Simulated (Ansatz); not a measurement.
# C2H3NSi (SMILES N#CC=[SiH2]): single points off equilibrium

How do the functionals fare away from a minimum? The structure is a structure displaced at random from a GFN2-xTB minimum.

Computed with Ansatz 0.2.0, Gaussian basis. Level: single points in def2-TZVPP.

Correlated methods freeze the cores.

**1. The system as given**

SMILES `N#CC=[SiH2]`, 7 atoms, charge 0, spin multiplicity 1.

Atoms are counted from 1 here; the program's logs count them from 0.

Bond lengths: N1–C2 1.200 Å, C2–C3 1.381 Å, C3–Si4 1.822 Å, C3–H5 0.985 Å, Si4–H6 1.454 Å, Si4–H7 1.416 Å. Angles: N1–C2–C3 173.2°, C2–C3–Si4 121.6°, C2–C3–H5 120.8°, Si4–C3–H5 117.6°, C3–Si4–H6 121.5°, C3–Si4–H7 128.6°, H6–Si4–H7 109.6°.

Geometry (Å):

```xyz
7

N     1.10860   -2.32200    0.84830
C     0.78250   -1.18850    0.62560
C     0.49500    0.15670    0.50100
Si   -0.71170    0.76530   -0.72040
H     0.96750    0.82610    1.04820
H    -0.93290    2.18790   -0.92470
H    -1.44930    0.02720   -1.67760
```

**2. CCSD(T)/def2-TZVPP**

Input file run/in.yaml:

```yaml
crystal:
  periodic: [false, false, false]
  atoms:
    - {symbol: N, position_ang: [1.108600, -2.322000, 0.848300]}
    - {symbol: C, position_ang: [0.782500, -1.188500, 0.625600]}
    - {symbol: C, position_ang: [0.495000, 0.156700, 0.501000]}
    - {symbol: Si, position_ang: [-0.711700, 0.765300, -0.720400]}
    - {symbol: H, position_ang: [0.967500, 0.826100, 1.048200]}
    - {symbol: H, position_ang: [-0.932900, 2.187900, -0.924700]}
    - {symbol: H, position_ang: [-1.449300, 0.027200, -1.677600]}
basis:
  gaussian: {orbitals: def2-TZVPP}
correlation: {method: ccsd_t}
output: {forces: true}
```

No record of the launch command was kept for these runs.

**3. PBE0-D4/def2-TZVPP**

run/in.yaml, as its differences from that of step 2:

```diff
@@ -12,3 +12,3 @@
   gaussian: {orbitals: def2-TZVPP}
-correlation: {method: ccsd_t}
-output: {forces: true}
+hamiltonian: {xc: pbe0, dispersion: d4}
+output: {forces: true, orbitals: {seedname: orbitals}}
```

**4. wB97M-V/def2-TZVPP**

run/in.yaml, as its differences from that of step 3:

```diff
@@ -12,3 +12,3 @@
   gaussian: {orbitals: def2-TZVPP}
-hamiltonian: {xc: pbe0, dispersion: d4}
-output: {forces: true, orbitals: {seedname: orbitals}}
+hamiltonian: {xc: {name: wB97M-V}}
+output: {forces: true}
```

**5. r2SCAN-D4/def2-TZVPP**

run/in.yaml, as its differences from that of step 4:

```diff
@@ -12,3 +12,3 @@
   gaussian: {orbitals: def2-TZVPP}
-hamiltonian: {xc: {name: wB97M-V}}
+hamiltonian: {xc: r2scan, dispersion: d4}
 output: {forces: true}
```

**6. PBE-D4/def2-TZVPP**

run/in.yaml, as its differences from that of step 5:

```diff
@@ -12,3 +12,3 @@
   gaussian: {orbitals: def2-TZVPP}
-hamiltonian: {xc: r2scan, dispersion: d4}
+hamiltonian: {xc: pbe, dispersion: d4}
 output: {forces: true}
```

**7. B97M-V/def2-TZVPP**

run/in.yaml, as its differences from that of step 6:

```diff
@@ -12,3 +12,3 @@
   gaussian: {orbitals: def2-TZVPP}
-hamiltonian: {xc: pbe, dispersion: d4}
+hamiltonian: {xc: {name: B97M-V}}
 output: {forces: true}
```

**8. wB97X-V/def2-TZVPP**

run/in.yaml, as its differences from that of step 7:

```diff
@@ -12,3 +12,3 @@
   gaussian: {orbitals: def2-TZVPP}
-hamiltonian: {xc: {name: B97M-V}}
+hamiltonian: {xc: {name: wB97X-V}}
 output: {forces: true}
```

(Steps that only read results are left out.)

Q: Predict the outcome of this session. Wanted: energy less free atoms, CCSD(T)/def2-TZVPP; RMS force component; RMS force error; HOMO and LUMO, PBE0-D4; T1 diagnostic.

As calculated:

| quantity | value |
| --- | --- |
| energy less free atoms, CCSD(T)/def2-TZVPP | -2634.3 kJ/mol |
| RMS force component | 2.107 to 2.620 eV/Å over the methods |
| RMS force error | PBE0-D4 0.369, wB97M-V 0.542, r2SCAN-D4 0.265, PBE-D4 0.357, B97M-V 0.331, wB97X-V 0.555 eV/Å |
| HOMO and LUMO, PBE0-D4 | -6.99 and -2.85 eV |
| T1 diagnostic | 0.020 |

In words: Against CCSD(T) the functionals' energies less atoms differ by -195.7 to -78.7 kJ/mol, PBE-D4 by -195.7 kJ/mol. The reference is not at the basis limit: in triple zeta CCSD(T) underbinds, which counts against methods that bind more; the gaps are no ranking. On forces the order runs from r2SCAN-D4 to wB97X-V. Frozen-core CCSD(T) forces in triple zeta carry basis errors of their own, and this is one geometry, so small gaps rank nothing. The restricted Hartree–Fock reference is unstable towards an unrestricted one at one or more of these structures.
